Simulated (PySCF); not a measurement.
# Co+: excitation energy in aug-cc-pwCVTZ-DK plus 1 even-tempered diffuse shell per l

Aim: the excitation energy of cobalt from differences of total energies, at each level of theory, and how far each lands from the tabulated value where there is one.

Method: unrestricted determinants in a Gaussian basis, no spin-orbit coupling in the energies. Code: PySCF 2.14.0.

## Step 1: What is computed

| Quantity | Value |
| --- | --- |
| Element | cobalt (Z = 27) |
| Basis | aug-cc-pwCVTZ-DK with one added diffuse shell each of s, p, d, f, g type (11s10p8d5f4g, 152 functions) |
| Hamiltonian | the spin-free X2C one-electron Hamiltonian (Gaussian nucleus) |
| State 1 | Co+: [Ar] 3d7 4s1, 4s spin antiparallel (an excited configuration) |
| Needed too, but not shown | Co+ [Ar] 3d8 (3F) |
| Methods | UHF, LDA, PBE, PBE0, r2SCAN, MP2 |
| Core shells frozen in the correlated runs | valence: [Ar]; valence and next inner shell: [Ne]; all electrons: nothing (for Co+) |

The runs were made by one driver on top of PySCF. The scripts below sum up each run's settings (the driver also hands on starting orbitals that pick excited configurations, and frozen orbitals as a list rather than a count), and the logs come from the driver's own runs. The driver starts from symmetry-adapted Hartree-Fock orbitals, holds the occupation by maximum overlap and uses a logarithmic radial grid for functionals, so a plain start would take other cycles.

The integrals over 152 functions and the set-up took 17 s of CPU time.

## Step 2: Co+ [Ar] 3d7 4s1, s spin flipped

**UHF**

Contents of input.py:

```python
from pyscf import gto, scf, dft, mp, cc
import basis_set_exchange as bse
mol = gto.M(atom="Co 0 0 0", charge=1, spin=2, symmetry="D2h",
            basis=gto.basis.parse(bse.get_basis("aug-cc-pwCVTZ-DK", elements=["Co"], fmt="nwchem", augment_diffuse=1)),
            nucmod="G")
mf = scf.UHF(mol).sfx2c1e()
mf.irrep_nelec = {'Ag': (5, 5), 'B1g': (1, 1), 'B2g': (1, 0), 'B3g': (1, 0), 'B1u': (2, 2), 'B2u': (2, 2), 'B3u': (2, 2)}
mf.kernel()
```

Log:

```text
damping factor = 0
level_shift factor = 0
DIIS = <class 'pyscf.scf.diis.CDIIS'>
diis_start_cycle = 1
diis_space = 10
diis_damp = 0
SCF conv_tol = 1e-09
SCF conv_tol_grad = None
number electrons alpha = 14  beta = 12
cycle= 1 E= -1391.61053955147  delta_E= -0.00806  |g|= 0.0379  |ddm|= 0.0308
cycle= 2 E= -1391.61073479547  delta_E= -0.000195  |g|= 0.0068  |ddm|= 0.00701
cycle= 3 E= -1391.61074383903  delta_E= -9.04e-06  |g|= 0.00205  |ddm|= 0.00501
cycle= 4 E= -1391.61074466528  delta_E= -8.26e-07  |g|= 0.000668  |ddm|= 0.00164
cycle= 5 E= -1391.61074498815  delta_E= -3.23e-07  |g|= 0.00015  |ddm|= 0.00122
cycle= 6 E= -1391.61074500395  delta_E= -1.58e-08  |g|= 2.16e-05  |ddm|= 0.000285
cycle= 7 E= -1391.61074500412  delta_E= -1.73e-10  |g|= 4.27e-06  |ddm|= 4.23e-05
converged SCF energy = -1391.61074500412  <S^2> = 3.0077115  2S+1 = 3.6098263
```

CPU time 15 s on a shared host, the integrals not counted.

Orbital energies by shell (radii are means over both spins):

| shell | electrons | mean orbital energy (eV) | spread (eV) | rms radius (bohr) |
| --- | --- | --- | --- | --- |
| 1s β | 1 | -7784.8 | 0 | 0.0649 |
| 1s α | 1 | -7784.7 | 0 | 0.0649 |
| 2s α | 1 | -974.82 | 0 | 0.276 |
| 2s β | 1 | -972.23 | 0 | 0.276 |
| 2p α | 3 | -832.55 | 0 | 0.249 |
| 2p β | 3 | -829.92 | 0 | 0.249 |
| 3s α | 1 | -137.97 | 0 | 0.832 |
| 3s β | 1 | -130.60 | 0 | 0.832 |
| 3p α | 3 | -95.587 | 0 | 0.890 |
| 3p β | 3 | -86.417 | 0 | 0.890 |
| 3d α | 5 | -27.777 | 1.446 | 1.15 |
| 3d β | 2 | -24.150 | 0 | 1.15 |
| 4s β | 1 | -15.160 | 0 | 3.00 |

⟨S²⟩ = 3.008, ⟨L²⟩ = 12.03.

Spin-orbit constants on these orbitals (cm⁻¹; bare nucleus, screened nucleus, mean field): 3d 958.1, 603.2, n/a.

With the s spin flipped the determinant is a mixture of two multiplicities, not a spectroscopic state.

**LDA**

input.py, as changed from the run before:

```diff
@@ -5,3 +5,3 @@
             nucmod="G")
-mf = scf.UHF(mol).sfx2c1e()
+mf = dft.UKS(mol, xc="LDA,VWN").sfx2c1e()
 mf.irrep_nelec = {'Ag': (5, 5), 'B1g': (1, 1), 'B2g': (1, 0), 'B3g': (1, 0), 'B1u': (2, 2), 'B2u': (2, 2), 'B3u': (2, 2)}
```

Log:

```text
damping factor = 0
level_shift factor = 0
DIIS = <class 'pyscf.scf.diis.CDIIS'>
diis_start_cycle = 1
diis_space = 10
diis_damp = 0
SCF conv_tol = 1e-09
SCF conv_tol_grad = None
number electrons alpha = 14  beta = 12
XC functionals = LDA,VWN
    P. A. M. Dirac.,  Math. Proc. Cambridge Philos. Soc. 26, 376 (1930)
    F. Bloch.,  Z. Phys. 57, 545 (1929)
    S. H. Vosko, L. Wilk, and M. Nusair.,  Can. J. Phys. 58, 1200 (1980)
cycle= 1 E= -1390.24408393359  delta_E= -0.0302  |g|= 0.188  |ddm|= 0.578
cycle= 2 E= -1390.22918198582  delta_E= 0.0149  |g|= 0.386  |ddm|= 0.358
cycle= 3 E= -1390.25078180104  delta_E= -0.0216  |g|= 0.0295  |ddm|= 0.209
cycle= 4 E= -1390.25095824576  delta_E= -0.000176  |g|= 0.00161  |ddm|= 0.0203
cycle= 5 E= -1390.25095864701  delta_E= -4.01e-07  |g|= 0.000126  |ddm|= 0.000944
cycle= 6 E= -1390.25095864996  delta_E= -2.95e-09  |g|= 1.11e-05  |ddm|= 9.19e-05
cycle= 7 E= -1390.25095864998  delta_E= -2.39e-11  |g|= 5.75e-08  |ddm|= 1.07e-05
converged SCF energy = -1390.25095864998  <S^2> = 3.0046445  2S+1 = 3.6081267
```

CPU time 4.5 s on a shared host, the integrals not counted.

**PBE**

input.py, as changed from the run before:

```diff
@@ -5,3 +5,3 @@
             nucmod="G")
-mf = dft.UKS(mol, xc="LDA,VWN").sfx2c1e()
+mf = dft.UKS(mol, xc="PBE").sfx2c1e()
 mf.irrep_nelec = {'Ag': (5, 5), 'B1g': (1, 1), 'B2g': (1, 0), 'B3g': (1, 0), 'B1u': (2, 2), 'B2u': (2, 2), 'B3u': (2, 2)}
```

Log:

```text
damping factor = 0
level_shift factor = 0
DIIS = <class 'pyscf.scf.diis.CDIIS'>
diis_start_cycle = 1
diis_space = 10
diis_damp = 0
SCF conv_tol = 1e-09
SCF conv_tol_grad = None
number electrons alpha = 14  beta = 12
XC functionals = PBE
    J. P. Perdew, K. Burke, and M. Ernzerhof.,  Phys. Rev. Lett. 77, 3865 (1996)
    J. P. Perdew, K. Burke, and M. Ernzerhof.,  Phys. Rev. Lett. 78, 1396 (1997)
    J. P. Perdew, K. Burke, and M. Ernzerhof.,  Phys. Rev. Lett. 77, 3865 (1996)
    J. P. Perdew, K. Burke, and M. Ernzerhof.,  Phys. Rev. Lett. 78, 1396 (1997)
cycle= 1 E= -1392.67736815185  delta_E= -0.0216  |g|= 0.156  |ddm|= 0.648
cycle= 2 E= -1392.66717294699  delta_E= 0.0102  |g|= 0.318  |ddm|= 0.311
cycle= 3 E= -1392.68215305206  delta_E= -0.015  |g|= 0.0265  |ddm|= 0.17
cycle= 4 E= -1392.68229453438  delta_E= -0.000141  |g|= 0.000333  |ddm|= 0.0162
cycle= 5 E= -1392.68229454729  delta_E= -1.29e-08  |g|= 0.000101  |ddm|= 0.000428
cycle= 6 E= -1392.68229454937  delta_E= -2.08e-09  |g|= 1.07e-05  |ddm|= 8.9e-05
cycle= 7 E= -1392.68229454939  delta_E= -2.46e-11  |g|= 3.21e-07  |ddm|= 1.27e-05
converged SCF energy = -1392.68229454939  <S^2> = 3.0042833  2S+1 = 3.6079264
```

CPU time 6.7 s on a shared host, the integrals not counted.

**PBE0**

input.py, as changed from the run before:

```diff
@@ -5,3 +5,3 @@
             nucmod="G")
-mf = dft.UKS(mol, xc="PBE").sfx2c1e()
+mf = dft.UKS(mol, xc="PBE0").sfx2c1e()
 mf.irrep_nelec = {'Ag': (5, 5), 'B1g': (1, 1), 'B2g': (1, 0), 'B3g': (1, 0), 'B1u': (2, 2), 'B2u': (2, 2), 'B3u': (2, 2)}
```

Log:

```text
damping factor = 0
level_shift factor = 0
DIIS = <class 'pyscf.scf.diis.CDIIS'>
diis_start_cycle = 1
diis_space = 10
diis_damp = 0
SCF conv_tol = 1e-09
SCF conv_tol_grad = None
number electrons alpha = 14  beta = 12
XC functionals = PBE0
    C. Adamo and V. Barone.,  J. Chem. Phys. 110, 6158 (1999)
    M. Ernzerhof and G. E. Scuseria.,  J. Chem. Phys. 110, 5029 (1999)
cycle= 1 E= -1392.69734341588  delta_E= -0.0147  |g|= 0.0689  |ddm|= 0.466
cycle= 2 E= -1392.696615282  delta_E= 0.000728  |g|= 0.109  |ddm|= 0.177
cycle= 3 E= -1392.69828313555  delta_E= -0.00167  |g|= 0.00564  |ddm|= 0.0627
cycle= 4 E= -1392.698290319  delta_E= -7.18e-06  |g|= 0.00121  |ddm|= 0.00528
cycle= 5 E= -1392.69829059759  delta_E= -2.79e-07  |g|= 0.000105  |ddm|= 0.00222
cycle= 6 E= -1392.69829060077  delta_E= -3.19e-09  |g|= 2.15e-05  |ddm|= 0.000125
cycle= 7 E= -1392.69829060087  delta_E= -1e-10  |g|= 6.93e-07  |ddm|= 4.81e-05
converged SCF energy = -1392.69829060087  <S^2> = 3.0047029  2S+1 = 3.6081591
```

CPU time 13 s on a shared host, the integrals not counted.

**r2SCAN**

input.py, as changed from the run before:

```diff
@@ -5,3 +5,3 @@
             nucmod="G")
-mf = dft.UKS(mol, xc="PBE0").sfx2c1e()
+mf = dft.UKS(mol, xc="R2SCAN").sfx2c1e()
 mf.irrep_nelec = {'Ag': (5, 5), 'B1g': (1, 1), 'B2g': (1, 0), 'B3g': (1, 0), 'B1u': (2, 2), 'B2u': (2, 2), 'B3u': (2, 2)}
```

Log:

```text
damping factor = 0
level_shift factor = 0
DIIS = <class 'pyscf.scf.diis.CDIIS'>
diis_start_cycle = 1
diis_space = 10
diis_damp = 0
SCF conv_tol = 1e-09
SCF conv_tol_grad = None
number electrons alpha = 14  beta = 12
XC functionals = R2SCAN
    J. W. Furness, A. D. Kaplan, J. Ning, J. P. Perdew, and J. Sun.,  J. Phys. Chem. Lett. 11, 8208-8215 (2020)
    J. W. Furness, A. D. Kaplan, J. Ning, J. P. Perdew, and J. Sun.,  J. Phys. Chem. Lett. 11, 9248-9248 (2020)
    J. W. Furness, A. D. Kaplan, J. Ning, J. P. Perdew, and J. Sun.,  J. Phys. Chem. Lett. 11, 8208-8215 (2020)
    J. W. Furness, A. D. Kaplan, J. Ning, J. P. Perdew, and J. Sun.,  J. Phys. Chem. Lett. 11, 9248-9248 (2020)
cycle= 1 E= -1392.8903768533  delta_E= -0.0153  |g|= 0.104  |ddm|= 0.385
cycle= 2 E= -1392.88707816234  delta_E= 0.0033  |g|= 0.193  |ddm|= 0.244
cycle= 3 E= -1392.89255210182  delta_E= -0.00547  |g|= 0.0143  |ddm|= 0.105
cycle= 4 E= -1392.89259365471  delta_E= -4.16e-05  |g|= 0.000913  |ddm|= 0.00852
cycle= 5 E= -1392.89259389437  delta_E= -2.4e-07  |g|= 0.000181  |ddm|= 0.00305
cycle= 6 E= -1392.8925939031  delta_E= -8.73e-09  |g|= 1.34e-05  |ddm|= 0.000351
cycle= 7 E= -1392.89259390321  delta_E= -1.1e-10  |g|= 8.03e-07  |ddm|= 0.00013
converged SCF energy = -1392.89259390321  <S^2> = 3.0071718  2S+1 = 3.6095273
```

CPU time 14 s on a shared host, the integrals not counted.

**MP2 (valence)**

input.py, as changed from the run before:

```diff
@@ -5,4 +5,5 @@
             nucmod="G")
-mf = dft.UKS(mol, xc="R2SCAN").sfx2c1e()
+mf = scf.UHF(mol).sfx2c1e()
 mf.irrep_nelec = {'Ag': (5, 5), 'B1g': (1, 1), 'B2g': (1, 0), 'B3g': (1, 0), 'B1u': (2, 2), 'B2u': (2, 2), 'B3u': (2, 2)}
 mf.kernel()
+mp.UMP2(mf, frozen=9).kernel()
```

The driver printed no log here.

It used 9.1 s of CPU time after the integrals (shared host).

With 8 electrons correlated, the MP2 correlation energy is -0.23081 hartree (-0.09212 same spin, -0.13870 opposite spin); the SCS form gives -0.19714. Largest pairs of shells: 3d-3d -0.2047, 3d-4s -0.0261, 4s-4s 0.0000.

**MP2 (valence and next inner shell)**

input.py, as changed from the run before:

```diff
@@ -8,2 +8,2 @@
 mf.kernel()
-mp.UMP2(mf, frozen=9).kernel()
+mp.UMP2(mf, frozen=5).kernel()
```

No log was kept for this step.

It used 11 s of CPU time after the integrals (shared host).

With 16 electrons correlated, the MP2 correlation energy is -0.66622 hartree (-0.21238 same spin, -0.45384 opposite spin); the SCS form gives -0.61540. Largest pairs of shells: 3p-3d -0.2500, 3d-3d -0.2047, 3p-3p -0.0812, 3s-3d -0.0500, 3s-3p -0.0410.

**MP2 (all electrons)**

input.py, as changed from the run before:

```diff
@@ -8,2 +8,2 @@
 mf.kernel()
-mp.UMP2(mf, frozen=5).kernel()
+mp.UMP2(mf, frozen=0).kernel()
```

No log was kept for this step.

CPU time 12 s on a shared host, the integrals not counted.

With 26 electrons correlated, the MP2 correlation energy is -0.90500 hartree (-0.29458 same spin, -0.61043 opposite spin); the SCS form gives -0.83070. Largest pairs of shells: 3p-3d -0.2500, 3d-3d -0.2047, 2p-2p -0.1018, 3p-3p -0.0812, 3s-3d -0.0500.

Radial density 4πr²ρ of Co+ at UHF:

| r (bohr) | density | spin density |
| --- | --- | --- |
| 0.000997 | 0.242 | 0.000 |
| 0.00168 | 0.609 | 0.000 |
| 0.00282 | 1.50 | -0.001 |
| 0.00474 | 3.56 | -0.001 |
| 0.00798 | 7.95 | -0.003 |
| 0.0134 | 15.9 | -0.006 |
| 0.0226 | 26.6 | -0.010 |
| 0.0380 | 32.7 | -0.010 |
| 0.0639 | 27.8 | -0.003 |
| 0.107 | 27.5 | 0.010 |
| 0.181 | 36.7 | 0.192 |
| 0.304 | 21.0 | 1.115 |
| 0.511 | 16.1 | 2.669 |
| 0.860 | 15.6 | 2.737 |
| 1.45 | 4.05 | 0.805 |
| 2.43 | 0.792 | -0.343 |
| 4.09 | 0.147 | -0.139 |
| 6.88 | 0.00324 | -0.003 |

## Step 3: Differences of total energies

Excitation energy: Co+ [Ar] 3d8 (3F) → Co+ [Ar] 3d7 4s1, s spin flipped.

| method | value (eV) |
| --- | --- |
| UHF | -0.901 |
| LDA | 1.456 |
| PBE | 1.305 |
| PBE0 | 0.919 |
| r2SCAN | 1.001 |
| MP2 (valence) | 1.167 |
| SCS-MP2 (valence) | 1.084 |
| MP2 (valence and next inner shell) | 1.675 |
| SCS-MP2 (valence and next inner shell) | 1.479 |
| MP2 (all electrons) | 1.689 |
| SCS-MP2 (all electrons) | 1.485 |

The upper determinant mixes two multiplicities, so it lies between the two terms.

The differences also use runs on Co+ [Ar] 3d8 (3F), which are not shown here.

## Step 4: Outcome

| quantity | value |
| --- | --- |
| excitation energy, Co+ → [Ar] 3d7 4s1, s spin flipped | UHF -0.901, MP2 (all electrons) 1.689 eV |

The methods span 2.590 eV, from UHF (-0.901) to MP2 (all electrons) (1.689). No reference value is at hand in this session. All values hold for this basis alone; no basis-set limit was taken.
